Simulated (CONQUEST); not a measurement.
# Pb in CONQUEST: convergence with smearing width

The system is Pb, a slab with vacuum.

```
Pb
1.0
     3.48000    0.00000    0.00000
     0.00000    6.02754    0.00000
     0.00000    0.00000   20.59000
Pb
6
Direct
  0.00000 0.66667 0.63575
  0.50000 0.16667 0.63575
  0.00000 0.33333 0.50000
  0.50000 0.83333 0.50000
  0.00000 0.66667 0.36425
  0.50000 0.16667 0.36425
```

The slab is cut from a database's or a generator's crystal, which needn't be the stable form of the element.

- Program: CONQUEST 1.3
- Task: convergence study
- Functional: PBEsol
- Potentials or basis: PseudoDojo NC PBEsol, SZP, grid cutoff 120 Ha
- k mesh: 6 × 3 × 1
- Occupations: methfessel-paxton, width 0.4 eV
- Spin: no spin polarisation

These are the settings of the first run; the series varies smearing width, with any setting tied to it.

Hardware: 1 thread of AMD EPYC 7B13 (Zen 3), on a shared host.

Q: The values tried are 0.4 eV, 0.3 eV, 0.2 eV, 0.1 eV, 0.05 eV, 0.025 eV, 0.01 eV, 0.005 eV, loosest first. From which on does the energy stay within 1 meV/atom of the tightest run that finished?

A: From 0.1 eV on.

```tsv
smearing width	energy less the tightest run (meV/atom)	largest force (eV/Å)	SCF cycles	CPU time (s)	peak memory (GiB)
0.4 eV	-5.90	0.226	12	49	1
0.3 eV	-3.87	0.240	14	55	0.99
0.2 eV	-1.94	0.240	18	62	1
0.1 eV	-0.93	0.225	20	64	1
0.05 eV	-0.61	0.214	18	61	1
0.025 eV	-0.26	0.192	20	64	1
0.01 eV	-0.07	0.194	19	63	0.99
0.005 eV	0.00	0.193	25	74	1
```

Against the tightest run, the largest force stays within 0.005 eV/Å from 0.025 eV on. Narrower smearing needs a denser k mesh, so at a fixed mesh the narrowest width isn't the most accurate. The tightest run that finished is the yardstick and may itself not be fully converged.

Caveat, for the tightest run too: the atomic basis is small. The run has no spin-orbit coupling, so splittings on Pb are missing.
